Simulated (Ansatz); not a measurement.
# SiGe2 (triplet): from Hartree-Fock to the top rungs, cc-pVDZ

The task here is to estimate one member of a computed series from the others.

The runs use Ansatz 0.2.0, Gaussian basis; cc-pVDZ, core rule «outside noble gas», up to 33 orbitals frozen.

The runs, in order: UHF; CCSD(T) on ROHF; CCSD(T) on UHF; BCCD(T) on ROHF; CISD as a restricted active space (open shells left free, so some higher excitations enter); CCSDT(Q) on ROHF; CCSDT(Q) on UHF; CASSCF and MRCISD+Q, 10 electrons in 10 orbitals; CASSCF and NEVPT2, 10 electrons in 10 orbitals.

30 further runs of the same task are left out: 14 that didn't finish, 16 set aside as unsound or not needed. Runs told in other sessions of the task aren't counted.

## The system

The geometry is a PBE0/def2-TZVP stationary point (not a proven minimum). No spin-orbit coupling is included. The filled d shell of Ge may be among the frozen orbitals whatever the setting's name suggests.

3 atoms, charge 0, spin multiplicity 3.

Atoms are counted from 1 here; the program's logs count them from 0.

Bond lengths: Ge1–Ge2 2.453 Å, Ge1–Si3 2.352 Å, Ge2–Si3 2.352 Å. Angles: Ge2–Ge1–Si3 58.6°, Ge1–Ge2–Si3 58.6°, Ge1–Si3–Ge2 62.9°.

Set-up of the first run:

in.yaml reads:

```yaml
crystal:
  periodic: [false, false, false]
  atoms:
    - {symbol: Ge, position_ang: [0.000000, 0.325086, 1.226603]}
    - {symbol: Ge, position_ang: [0.000000, 0.325086, -1.226603]}
    - {symbol: Si, position_ang: [0.000000, -1.681598, 0.000000]}
basis:
  gaussian: {orbitals: cc-pVDZ}
magnetization: {spin_polarized: true, initial_magnetization: 2}
hamiltonian: {xc: hf}
output: {orbitals: {seedname: orbitals}}
```

Launch:

```console
$ ansatz run in.yaml --threads 1 --pin off --events-out ev --progress --plain --max-ram 2393MiB
```

Among the steps run: UHF; CCSD(T) on ROHF; CCSD(T) on UHF; BCCD(T) on ROHF; CISD as a restricted active space (open shells left free, so some higher excitations enter); CCSDT(Q) on ROHF; CCSDT(Q) on UHF; CASSCF and MRCISD+Q, 10 electrons in 10 orbitals; CASSCF and NEVPT2, 10 electrons in 10 orbitals.

One table of the session follows, with a row left open; its other results are not shown here.

It belongs to the step «Misses and costs». 

| method | from RCCSDT(Q) (kJ/mol) |
| --- | --- |
| ROHF | +740.2 |
| UHF | +727.6 |
| RMP2 | +120.9 |
| UMP2 | +125.4 |
| CISD | +134.6 |
| RCCSD | +55.2 |
| UCCSD | ? |
| RCCSD(T) | +8.7 |
| UCCSD(T) | +8.4 |
| BCCD(T) | +8.1 |
| RCCSDT | +5.2 |
| UCCSDT | +4.7 |
| RCCSDT(Q) | 0 |
| UCCSDT(Q) | -0.6 |
| CASSCF frontier | +520.5 |
| NEVPT2 frontier | +99.3 |
| MRCISD frontier | +64.2 |
| MRCISD+Q frontier | +6.9 |

Estimate the missing values for UCCSD.

As computed: from RCCSDT(Q) (kJ/mol): +54.3. In the column «from RCCSDT(Q) (kJ/mol)» it lies between RCCSD(T) (+8.7) and RCCSD (+55.2).

With the free atoms at the same levels and basis (separate runs), the atomisation energy is 5.656 eV at RCCSDT(Q), 5.596 eV at RCCSD(T), 5.579 eV at UCCSD(T), 3.151 eV at ROHF.

Caveats from the session: Restricted and unrestricted rows rest on different reference determinants; a gap between their highest levels can come from leftover correlation error, from unlike frozen cores or from another state.
